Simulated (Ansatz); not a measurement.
# InH₃S (SMILES [SH][InH2]): single points off equilibrium

The task here is to estimate one member of a computed series from the others.

Method: single points in def2-TZVPP; program: Ansatz 0.2.0, Gaussian basis.

Correlated methods freeze the cores. Filled d shells of the heavier atoms are correlated. Core potentials replace the inner electrons past krypton, and spin-orbit coupling is left out.

### Starting geometry

SMILES `[SH][InH2]`, 5 atoms, charge 0, spin multiplicity 1.

Atoms are counted from 1 here; the program's logs count them from 0.

Bond lengths: S1–In2 2.306 Å, S1–H3 1.272 Å, In2–H4 1.704 Å, In2–H5 1.688 Å. Angles: In2–S1–H3 91.6°, S1–In2–H4 120.6°, S1–In2–H5 125.6°, H4–In2–H5 113.8°.

As a file:

```xyz
5
H3InS
S     1.1529   -1.0005    0.9122
In   -0.0942    0.5352   -0.2726
H     0.2116   -1.8544    0.8650
H    -1.6057    0.1031   -0.9303
H     0.3467    2.1366   -0.5751
```

The first run:

run/in.yaml

```yaml
crystal:
  periodic: [false, false, false]
  atoms:
    - {symbol: S, position_ang: [1.152900, -1.000500, 0.912200]}
    - {symbol: In, position_ang: [-0.094200, 0.535200, -0.272600]}
    - {symbol: H, position_ang: [0.211600, -1.854400, 0.865000]}
    - {symbol: H, position_ang: [-1.605700, 0.103100, -0.930300]}
    - {symbol: H, position_ang: [0.346700, 2.136600, -0.575100]}
basis:
  gaussian: {orbitals: def2-TZVPP}
correlation: {method: ccsd_t}
output: {forces: true}
```

The command line of these runs was not kept.

Among the steps run: CCSD(T)/def2-TZVPP; PBE0-D4/def2-TZVPP; wB97M-V/def2-TZVPP; r2SCAN-D4/def2-TZVPP; PBE-D4/def2-TZVPP; HSE06-D4/def2-TZVPP; SPW92/def2-TZVPP.

One of the session's tables, all rows but one given; the rest of the session is left out.

```
   method  RMS force component (eV/Å)  angle to CCSD(T) forces (°)  dipole (D)
  CCSD(T)                       0.886                    reference        0.74
  PBE0-D4                       0.902                          3.7        0.77
  wB97M-V                       0.867                          2.1        0.77
r2SCAN-D4                       0.911                          2.2        0.75
   PBE-D4                       1.009                          4.9        0.67
 HSE06-D4                       0.906                          3.6        0.77
    SPW92                           ?                            ?           ?
```

**Question.** Estimate the row for SPW92.

The run gave: RMS force component (eV/Å): 0.974; angle to CCSD(T) forces (°): 11.5; dipole (D): 0.73. In the column «RMS force component (eV/Å)» it lies between r2SCAN-D4 (0.911) and PBE-D4 (1.009).
